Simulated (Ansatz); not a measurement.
# Ga3BAs4: the cell at several levels of theory

Cell and atoms of Ga3BAs4 as one 8-atom ordering (Amm2) on the zincblende lattice are relaxed in turn with PBE and r2SCAN. This is a trial cell built on a prototype, not taken from a measured structure, and it needn't be the compound's ground state.

The runs shown are made with Ansatz 0.2.0. PAW datasets, plane waves, zero pressure. The structure was generated, not taken from experiment, and needn't be the ground state; spin polarisation is off.

## 1. The cell

This is the cell as the run starts from it, not yet at rest; its lengths are not the crystal's.

The symmetry is Amm2 (No. 38, orthorhombic); conventional cell a = 3.734 Å, b = 7.469 Å, c = 10.563 Å, 18.41 Å³ an atom. Near B stand 4 As at 2.29 Å; near Ga stand 4 As at 2.29 Å; near As stand 2 B at 2.29 Å and 2 Ga at 2.29 Å; near As stand 1 B at 2.29 Å and 3 Ga at 2.29 Å.

The structure in full:

```cif
data_structure
_symmetry_space_group_name_H-M 'Amm2'
_symmetry_Int_Tables_number 38
_cell_length_a 3.7345
_cell_length_b 7.4689
_cell_length_c 10.5626
_cell_angle_alpha 90.000
_cell_angle_beta 90.000
_cell_angle_gamma 90.000
_cell_volume 294.62
loop_
_atom_site_label
_atom_site_type_symbol
_atom_site_symmetry_multiplicity
_atom_site_Wyckoff_symbol
_atom_site_fract_x
_atom_site_fract_y
_atom_site_fract_z
_atom_site_occupancy
B1 B 2 a 0.00000 0.00000 0.00000 1
Ga1 Ga 4 e 0.50000 0.25000 0.75000 1
Ga2 Ga 2 a 0.00000 0.50000 0.00000 1
As1 As 2 b 0.50000 0.50000 0.62500 1
As2 As 4 d 0.00000 0.25000 0.87500 1
As3 As 2 b 0.50000 0.50000 0.12500 1
```

## 2. Relaxation with PBE

Contents of input.yaml:

```yaml
crystal:
  lattice:
    - [3.734451237, 0.0, 0.0]
    - [0.0, 3.734451237, 5.2813115874]
    - [0.0, -3.734451237, 5.2813115874]
  atoms:
    - { symbol: B, position: [0.0, 0.0, 0.0] }
    - { symbol: Ga, position: [0.5, 0.0, 0.5] }
    - { symbol: Ga, position: [0.5, 0.5, 0.0] }
    - { symbol: Ga, position: [0.0, 0.5, 0.5] }
    - { symbol: As, position: [0.5, 0.125, 0.125] }
    - { symbol: As, position: [0.0, 0.125, 0.625] }
    - { symbol: As, position: [0.0, 0.625, 0.125] }
    - { symbol: As, position: [0.5, 0.625, 0.625] }
kpoints:
  mp_grid: { grid: [6, 4, 4] }
hamiltonian:
  xc: pbe
scf:
  occupations: { method: fermi_dirac, width: 0.02 }
relax:
  f_tol: 0.005
  cell: {}
```

On the command line:

```console
$ ansatz run input.yaml --threads 4 --pin off --max-ram 6451MiB --backend cpu --events-out ev --progress --plain --runs-dir out
```

After this run come: Relaxing with r2SCAN.

What does the calculation give? Wanted: for each run, a; b; c; volume; space group; SCF geometries.

As calculated:

| level | a (Å) | b (Å) | c (Å) | volume (Å³/atom) | space group | SCF geometries |
| --- | --- | --- | --- | --- | --- | --- |
| PBE | 3.898 | 7.802 | 11.084 | 21.070 | Amm2 | 9 |
| r2SCAN | 3.854 | 7.715 | 10.962 | 20.370 | Amm2 | 6 |

In words: From the start to the first minimum the volume moved by +14.4 %. r2SCAN gives the smallest cell and PBE the largest; they differ by 3.4 % in volume, a mean of 1.1 % in length.
